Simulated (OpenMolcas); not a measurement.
# SnTe (SMILES [Sn][Te]): MN15/def2-TZVP (core potential)

Aim: the vertical ionisation energy of SnTe at MN15/def2-TZVP (core potential), from 2 runs. 

The results are computed with OpenMolcas 26.06.

**1. Starting point**

SnTe: 2 atoms, total charge 0, spin state singlet. As SMILES, `[Sn][Te]`. The coordinates come from a PBE0-D4/def2-TZVP relaxation.

Bond lengths: Sn1–Te2 2.518 Å.

**2. The energy at MN15/def2-TZVP (core potential)**

The input, input.xyz:

```xyz
2

Sn     0.000000     0.000000     0.009440
Te     0.000000     0.000000     2.527330
```

The input, job.inp:

```
&GATEWAY
  BasLib=$CurrDir
  Coord=input.xyz
  Basis=def2-TZVP
  Group=NoSym

&SEWARD

&SCF
  KSDFT=2
  1.0 HYB_MGGA_X_MN15
  1.0 MGGA_C_MN15
  PrOrbitals=1 1
```

The basis set def2-TZVP is read from a file made from the Basis Set Exchange's data (not shown).

Run with:

```
$ export MOLCAS_MEM=1860
$ pymolcas job.inp > job.log
```

The program printed:

```text
--- Start Module: gateway ---
[...]
--- Stop Module: gateway /rc=_RC_ALL_IS_WELL_ ---
--- Start Module: seward ---
[...]
      Basis functions          100
--- Stop Module: seward /rc=_RC_ALL_IS_WELL_ ---
[...]
--- Start Module: scf ---
[...]
       Convergence after  13 Iterations
[...]
::    Total KS-DFT energy                            -481.2933019144
[...]
      Total spin, S                                     0.0000000000
[...]
      Total electronic charge=   46.000000
      Total            charge=   -0.000000
[...]
      Dipole Moment (debye):
      Origin of the operator (angstrom)=    0.0000    0.0000    1.3188
                   X=  1.6820E-15               Y=  7.2726E-16               Z= -2.4981E+00           Total=  2.4981E+00
      Quadrupole Moment (debye*angstrom):
[...]
--- Stop Module: scf /rc=_RC_ALL_IS_WELL_ ---
[...]
```

Wall time 7.8 s (1 thread of Arm Neoverse V2, shared host); peak memory 0.56 GiB.

**3. The doublet cation, same level**

input.xyz is that of step 2.

The input, job.inp:

```
>>> EXPORT MOLCAS_PRINT=2

&gateway
 baslib = $CurrDir
 coord = input.xyz
 basis = def2-TZVP
 group = NoSym

&seward

&scf
 uhf
 charge = 1
 spin = 2
 ksdft = 2
 1.0 HYB_MGGA_X_MN15
 1.0 MGGA_C_MN15
 prorbitals = 1 1
```

The basis set def2-TZVP is read from a file made from the Basis Set Exchange's data (not shown).

Run with:

```
$ export MOLCAS_MEM=1860
$ pymolcas job.inp > job.log
```

The program printed:

```text
--- Start Module: gateway ---
[...]
--- Stop Module: gateway /rc=_RC_ALL_IS_WELL_ ---
--- Start Module: seward ---
[...]
      Basis functions          100
--- Stop Module: seward /rc=_RC_ALL_IS_WELL_ ---
[...]
--- Start Module: scf ---
[...]
       Convergence after  24 Iterations
[...]
::    Total KS-DFT energy                            -480.9803042643
[...]
      Total spin, S                                     0.5036452010
[...]
      Total electronic charge=   45.000000
      Total            charge=    1.000000
[...]
      Dipole Moment (debye):
      Origin of the operator (angstrom)=    0.0000    0.0000    1.3188
                   X=  5.9391E-15               Y= -2.8202E-15               Z= -2.2074E+00           Total=  2.2074E+00
      Center of Charge (angstrom)
[...]
--- Stop Module: scf /rc=_RC_ALL_IS_WELL_ ---
[...]
```

Run time: 17 s. Hardware: 1 thread of Arm Neoverse V2, shared host; peak memory 0.56 GiB.

**4. Results**

At MN15/def2-TZVP (core potential):

| quantity | value |
| --- | --- |
| singlet SnTe: total energy | -481.29330 Eh |
| singlet SnTe: dipole moment | 2.50 D |
| singlet SnTe: HOMO energy | -7.17 eV |
| singlet SnTe: LUMO energy | -2.30 eV |
| singlet SnTe: HOMO–LUMO gap | 4.87 eV |
| doublet cation: total energy | -480.98030 Eh |
| doublet cation: HOMO energy (highest over α and β) | -12.92 eV |
| doublet cation: LUMO energy (lowest over α and β) | -9.85 eV |
| doublet cation: ⟨S²⟩ | 0.757 |
| vertical ionisation energy (to the doublet cation) | 8.517 eV |

What this shows: This program's gradients are faulty for this kind of reference, so any forces in the log (doublet cation) can't be trusted; the energy can. Removing an electron at fixed nuclei costs 8.52 eV (822 kJ/mol). The negative HOMO energy of the first species, 7.17 eV, lies 1.35 eV below that difference.
